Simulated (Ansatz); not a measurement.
# Cs2GaAgCl6, space group Fm-3m: a single point

Program: the Python package of Ansatz (0.2.0).

Notebook, run cell by cell (the value of a cell's last expression is shown):

In [1]:
```python
from dataclasses import dataclass
import warnings

import ansatz as az
import numpy as np
```

In [2]:
```python
@dataclass
class RunConfig:
    xc: str = "r2scan"
    kmesh: tuple[int, ...] = (3, 3, 3)
    filling: str = "fixed"
```

In [3]:
```python
opts = RunConfig()

warnings.simplefilter("ignore", az.DeckWarning)
```

In [4]:
```python
lattice = az.Lattice.of(
    (0.0, 5.216901, 5.216901),
    (5.216901, 0.0, 5.216901),
    (5.216901, 5.216901, 0.0),
)
sites = [
    ("Cs", (0.75, 0.75, 0.75)),
    ("Cs", (0.25, 0.25, 0.25)),
    ("Ga", (0.0, 0.0, 0.0)),
    ("Ag", (0.5, 0.5, 0.5)),
    ("Cl", (0.767303, 0.232697, 0.232697)),
    ("Cl", (0.232697, 0.232697, 0.767303)),
    ("Cl", (0.232697, 0.767303, 0.767303)),
    ("Cl", (0.232697, 0.767303, 0.232697)),
    ("Cl", (0.767303, 0.232697, 0.767303)),
    ("Cl", (0.767303, 0.767303, 0.232697)),
]
crystal = az.Crystal(lattice=lattice)
for symbol, position in sites:
    crystal = crystal.atom(symbol, position)
```

In [5]:
```python
crystal.resolved().sites[-1]
```
Out [5]:
```text
Site(symbol='Cl', position=(0.767303, 0.767303, 0.232697), moment=None, axis=None, held=None, saved=None)
```

In [6]:
```python
# settings of the run
model = (
    crystal.calculation()
    .functional(opts.xc)
    .kpoints(*opts.kmesh)
    .pseudopotentials("paw")
    .occupations(opts.filling)
    .basis(21 * az.Ha)
    .compute(band_table=True)
)
out = model.run()
summary = out.report
```

In [7]:
```python
[(site.symbol, site.position_frac.round(4).tolist()) for site in out.lattice.sites]
```
Out [7]:
```text
[(<Element.CS: 'Cs'>, [0.75, 0.75, 0.75]), (<Element.CS: 'Cs'>, [0.25, 0.25, 0.25]),
 (<Element.GA: 'Ga'>, [0.0, 0.0, 0.0]), (<Element.AG: 'Ag'>, [0.5, 0.5, 0.5]),
 (<Element.CL: 'Cl'>, [0.7673, 0.2327, 0.2327]), (<Element.CL: 'Cl'>, [0.2327, 0.2327, 0.7673]),
 (<Element.CL: 'Cl'>, [0.2327, 0.7673, 0.7673]), (<Element.CL: 'Cl'>, [0.2327, 0.7673, 0.2327]),
 (<Element.CL: 'Cl'>, [0.7673, 0.2327, 0.7673]), (<Element.CL: 'Cl'>, [0.7673, 0.7673, 0.2327])]
```

In [8]:
```python
summary["n_iterations"], summary["closed_by"]
```
Out [8]:
```text
(8, 'deck_thresholds')
```

In [9]:
```python
print("%-22s %14.5f eV" % ("F = E - TS", summary["free_energy_ev"]))
print("%-22s %14.5f eV" % ("E", summary["internal_energy_ev"]))
print("%-22s %14.5f eV" % ("Harris-Foulkes", summary["harris_foulkes_ev"]))
print("%-22s %14.5f eV" % ("Fermi level", summary["fermi_energy_ev"]))
```
```text
F = E - TS               -29283.39897 eV
E                        -29283.39897 eV
Harris-Foulkes           -29283.39897 eV
Fermi level                   3.22063 eV
```

In [10]:
```python
print(model.to_yaml())
```
```text
crystal:
  lattice:
    - [0.0, 5.216901, 5.216901]
    - [5.216901, 0.0, 5.216901]
    - [5.216901, 5.216901, 0.0]
  atoms:
    - { symbol: Cs, position: [0.75, 0.75, 0.75] }
    - { symbol: Cs, position: [0.25, 0.25, 0.25] }
    - { symbol: Ga, position: [0.0, 0.0, 0.0] }
    - { symbol: Ag, position: [0.5, 0.5, 0.5] }
    - { symbol: Cl, position: [0.767303, 0.232697, 0.232697] }
    - { symbol: Cl, position: [0.232697, 0.232697, 0.767303] }
    - { symbol: Cl, position: [0.232697, 0.767303, 0.767303] }
    - { symbol: Cl, position: [0.232697, 0.767303, 0.232697] }
    - { symbol: Cl, position: [0.767303, 0.232697, 0.767303] }
    - { symbol: Cl, position: [0.767303, 0.767303, 0.232697] }
basis:
  ecutwfc: 571.4391111657479
kpoints:
  mp_grid:
    grid: [3, 3, 3]
hamiltonian:
  xc: r2scan
  pseudopotentials:
    kind: paw
scf:
  occupations:
    method: fixed
output:
  eigenvalues: true
```

In [11]:
```python
# direct or indirect, as far as the mesh can tell
levels = np.array(summary["eigenvalues_ev"])
filled = round(summary["n_electrons"] / 2)
top, bottom = levels[:, filled - 1], levels[:, filled]
print("top of band", filled, "at k =", summary["kpoints_frac"][top.argmax()], f"{top.max():.4f} eV")
print("bottom of band", filled + 1, "at k =", summary["kpoints_frac"][bottom.argmin()], f"{bottom.min():.4f} eV")
print(f"gap by band count {bottom.min() - top.max():.3f} eV, least direct gap {(bottom - top).min():.3f} eV")
```
```text
top of band 46 at k = [0.0, 0.0, 0.0] 3.2206 eV
bottom of band 47 at k = [0.0, 0.0, 0.0] 4.7270 eV
gap by band count 1.506 eV, least direct gap 1.506 eV
```

Caveats:
- Total energies depend on the potentials; only differences at equal settings carry meaning. A total without «per atom» is that of the cell as typed.
- Along an axis with an odd division the mesh misses the point at one half; a gap read on a finite mesh is an upper bound on this functional's gap.
- Semilocal gaps usually lie well under measured ones.
- The Fermi level of a run with fixed occupations marks the highest occupied state on its mesh, not mid-gap.
- The zero of the levels is a convention of the potentials, so an absolute Fermi energy is no work function.
- The structure comes from a database of computed cells and needn't be a stable or known phase.
- Gaps and levels are Kohn-Sham values on a finite set of k-points, without spin-orbit coupling.
- It ran for 12 s on 1 thread of Arm Neoverse V2, on a shared host, peak memory 1.4 GiB.
